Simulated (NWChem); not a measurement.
**Tetragonal strain in SiC (zincblende structure): the shear constant**

All runs are NWChem calculations. Level: revPBE, default library pseudopotentials (valence charges C 4, Si 4), cutoff 35 Ha, shifted 4×4×4 mesh, two-atom cell, no spin-orbit coupling. The cubic cell (a = 4.376 Å, near this level's equilibrium) is stretched by 1 + δ along x and y and by (1 + δ)^−2 along z, at constant volume; symmetry keeps the atoms on their sites.

```
δ       E − E(0) (meV/cell)
------  -------------------
-0.020                45.46
-0.010                10.82
-0.005                 2.65
0.000                  0.00
0.005                  2.58
0.010                     ?
0.020                 37.02
```

Task: The cell volume is 20.95 Å³. To second order E − E(0) = 3V(C₁₁ − C₁₂)δ². Fit Aδ² + Bδ³, give C₁₁ − C₁₂, and predict the withheld row.

Result: A ≈ 100 eV and B ≈ -530 eV, with a largest residual of 0.07 meV, so C₁₁ − C₁₂ = A/(3V) ≈ 260 GPa. The fit predicts 9.78 meV at δ = 0.010; the run gave 9.88.
